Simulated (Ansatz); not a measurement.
# C7H5NS: the cost of one run

Program: Ansatz 0.2.0, driven from Python. Level of theory: PBE/cc-pVDZ. These are calculated values, not measurements.

### 1 The structure

Bond lengths (14 of 15 bonds, heavy atoms first): C1–C2 1.391 Å, C2–C3 1.398 Å, C3–C4 1.405 Å, C4–C5 1.398 Å, C1–C6 1.399 Å, C5–C6 1.410 Å, C5–N7 1.386 Å, N7–C8 1.313 Å, C4–S9 1.724 Å, C8–S9 1.712 Å, C1–H10 1.088 Å, C2–H11 1.088 Å, C3–H12 1.086 Å, C6–H13 1.085 Å. Angles (14 of 23 angles, heavy atoms first): C1–C2–C3 120.9°, C2–C1–C6 120.4°, C2–C3–C4 118.2°, C3–C4–C5 121.9°, C3–C4–S9 129.1°, C5–C4–S9 109.0°, C4–C5–C6 118.7°, C4–C5–N7 115.4°, C6–C5–N7 125.9°, C1–C6–C5 119.9°, C5–N7–C8 109.4°, N7–C8–S9 116.6°, C4–S9–C8 89.7°, C1–C2–H11 119.7°.

The script holds or builds the structure itself.

### 2 The script

The input, opt.py:

```python
'''Geometry optimisation of C7H5NS.'''

import itertools

import ansatz as az
from ase.data import atomic_numbers, covalent_radii
import numpy as np

mol = (
    az.Crystal.molecule()
    .atom('C', (-1.7032, -0.8585, 0.3814))
    .atom('C', (-1.9421, 0.4023, -0.1565))
    .atom('C', (-0.8827, 1.2384, -0.5231))
    .atom('C', (0.4289, 0.7717, -0.3339))
    .atom('C', (0.6932, -0.4908, 0.2045))
    .atom('C', (-0.3932, -1.3134, 0.5656))
    .atom('N', (2.0351, -0.8144, 0.3322))
    .atom('C', (2.7676, 0.1852, -0.1018))
    .atom('S', (1.9238, 1.5566, -0.6821))
    .atom('H', (-2.5377, -1.4971, 0.6616))
    .atom('H', (-2.9661, 0.7438, -0.2944))
    .atom('H', (-1.0707, 2.2219, -0.9427))
    .atom('H', (-0.2019, -2.2962, 0.9848))
    .atom('H', (3.8491, 0.1504, -0.0956))
)

calculation = (
    mol.calculation()
    .basis(gaussian='cc-pVDZ')
    .functional('pbe')
)
symbols = [site.symbol for site in mol.cartesian_sites]
start = np.array([site.position_ang for site in mol.cartesian_sites], dtype=float)
def progress(event):
    if event['event'] == 'relax_step':
        row = event['data']
        print(f'step {row["step"]:3d}  E = {row["lagrangian_ev"]:.6f} eV  largest force component {row["allowed_force_max_ev_ang"]:.4f} eV/A')


summary = calculation.relax(force_tolerance=0.005).session().plan().execute(on_event=progress).report
end = np.array(summary['positions_ang'])

for key in ('converged', 'free_energy_ev', 'reference_energy_ev', 'n_frozen', 'n_occupied', 'n_virtual'):
    print(f'{key:22s} {summary[key]}')

# pairs closer than 1.2 times the sum of covalent radii, before or after
radius = [covalent_radii[atomic_numbers[s]] for s in symbols]
span = lambda where, i, j: np.linalg.norm(where[i] - where[j])
bonded = [(i, j) for i, j in itertools.combinations(range(len(symbols)), 2) if min(span(start, i, j), span(end, i, j)) < 1.2 * (radius[i] + radius[j])]
print('pair        before    after (A)')
for i, j in bonded:
    print(f'{symbols[i]}{i}-{symbols[j]}{j}'.ljust(10), f'{span(start, i, j):8.4f} {span(end, i, j):8.4f}')

charges = summary['charge_distribution']
print('dipole moment', round(4.803205 * float(np.linalg.norm(charges['dipole_moment_e_ang'])), 3), 'D')
print('Mulliken:', [(s, round(q, 3)) for s, q in zip(symbols, charges['mulliken_charges_e'])])
```

### 3 The input behind the calls

The engine receives this input:

```yaml
crystal:
  periodic: [false, false, false]
  atoms:
    - { symbol: C, position_ang: [-1.7032, -0.8585, 0.3814] }
    - { symbol: C, position_ang: [-1.9421, 0.4023, -0.1565] }
    - { symbol: C, position_ang: [-0.8827, 1.2384, -0.5231] }
    - { symbol: C, position_ang: [0.4289, 0.7717, -0.3339] }
    - { symbol: C, position_ang: [0.6932, -0.4908, 0.2045] }
    - { symbol: C, position_ang: [-0.3932, -1.3134, 0.5656] }
    - { symbol: "N", position_ang: [2.0351, -0.8144, 0.3322] }
    - { symbol: C, position_ang: [2.7676, 0.1852, -0.1018] }
    - { symbol: S, position_ang: [1.9238, 1.5566, -0.6821] }
    - { symbol: H, position_ang: [-2.5377, -1.4971, 0.6616] }
    - { symbol: H, position_ang: [-2.9661, 0.7438, -0.2944] }
    - { symbol: H, position_ang: [-1.0707, 2.2219, -0.9427] }
    - { symbol: H, position_ang: [-0.2019, -2.2962, 0.9848] }
    - { symbol: H, position_ang: [3.8491, 0.1504, -0.0956] }
basis:
  gaussian:
    orbitals: cc-pVDZ
hamiltonian:
  xc: pbe
relax:
  f_tol: 0.005
```

### 4 The run

On the command line:

```
python opt.py
```

**Question.** How long does this script take on 1 thread of AMD EPYC 7R43 (Zen 3), shared host, and how much memory does it need?

About 1.8 min, with a peak of 0.32 GiB.
